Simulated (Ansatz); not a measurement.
**Ti: pressure against volume**

One table from this session's results is given with a row withheld; the runs are named, their logs left out.

Computed with Ansatz 0.2.0 (DFT PBEsol, scalar-relativistic, unless a step's input says otherwise).

### Starting point

Symmetry: P6_3/mmc, No. 194, hexagonal system. Conventional cell: a = 2.950 Å, b = 2.950 Å, c = 4.686 Å, α = 90.00°, β = 90.00°, γ = 120.00°. Around Ti (site symmetry -6m2) lie 12 Ti at 2.90 to 2.95 Å.

Coordinates:

```
CELL_PARAMETERS angstrom
2.95000 0.00000 0.00000
-1.47500 2.55477 0.00000
0.00000 0.00000 4.68600
ATOMIC_POSITIONS crystal
Ti 0.33333 0.66667 0.25000
Ti 0.66667 0.33333 0.75000
```

Atoms are numbered in the order of the input: Ti1, Ti2.

The first run:

File input.yaml:

```yaml
crystal:
  lattice:
    - [2.8897769248, 0.0, 0.0]
    - [-1.4448884624, 2.5026202281, 0.0]
    - [0.0, 0.0, 4.5903405054]
  atoms:
    - { symbol: Ti, position: [0.3333333333, 0.6666666667, 0.25] }
    - { symbol: Ti, position: [0.6666666667, 0.3333333333, 0.75] }
kpoints:
  mp_grid: { grid: [14, 14, 8] }
  band_path:
    path:
      - [0.0, 0.0, 0.0]
      - [0.5, 0.0, 0.0]
      - [0.3333333333, 0.3333333333, 0.0]
      - [0.0, 0.0, 0.0]
      - [0.0, 0.0, 0.5]
      - [0.5, 0.0, 0.5]
      - [0.3333333333, 0.3333333333, 0.5]
      - [0.0, 0.0, 0.5]
      - [0.5, 0.0, 0.5]
    npoints: 5
scf:
  occupations: { method: fermi_dirac, width: 0.05 }
hamiltonian:
  xc: pbesol
  pseudopotentials: { kind: all_electron, lapw: { basis_error: 0.00025 } }
output:
  forces: true
  stress: true
  eigenvalues: true
```

Started as:

```bash
$ ansatz run input.yaml --threads 1 --pin off --max-ram 3072MiB --backend cpu --events-out ev --progress --plain --runs-dir out
```

Steps of the session up to this table: Volume × 0.94, LAPW; Volume × 0.94, PAW; Volume × 0.94, crystal datasets; Volume × 0.98, LAPW; Volume × 0.98, PAW; Volume × 0.98, crystal datasets; Volume × 1.01, LAPW; Volume × 1.01, PAW; Volume × 1.01, crystal datasets; Volume × 1.04, LAPW; Volume × 1.04, PAW; Volume × 1.04, crystal datasets.

One table of the session follows, with a row left open; its other results are not shown here.

It belongs to the step «Fits». 

| method | volume (Å³/atom) | pressure (GPa) |
| --- | --- | --- |
| LAPW | 16.599 | 0.94 |
| LAPW | 17.305 | -3.82 |
| LAPW | 17.835 | -6.84 |
| LAPW | 18.365 | -9.45 |
| PAW | 16.599 | 0.94 |
| PAW | 17.305 | -3.82 |
| PAW | 17.835 | -6.83 |
| PAW | 18.365 | ? |
| crystal datasets | 16.599 | 0.94 |
| crystal datasets | 17.305 | -3.82 |
| crystal datasets | 17.835 | -6.84 |
| crystal datasets | 18.365 | -9.45 |

Q: Estimate the row for PAW, 18.365 from the others.

As computed: pressure (GPa): -9.43. In the column «pressure (GPa)» it lies between crystal datasets, 18.365 (-9.45) and LAPW, 17.835 (-6.84).

To keep in mind: Shape and positions are held, so a fully relaxed modulus can be lower. Warnings in the runs' records: crystal datasets made.
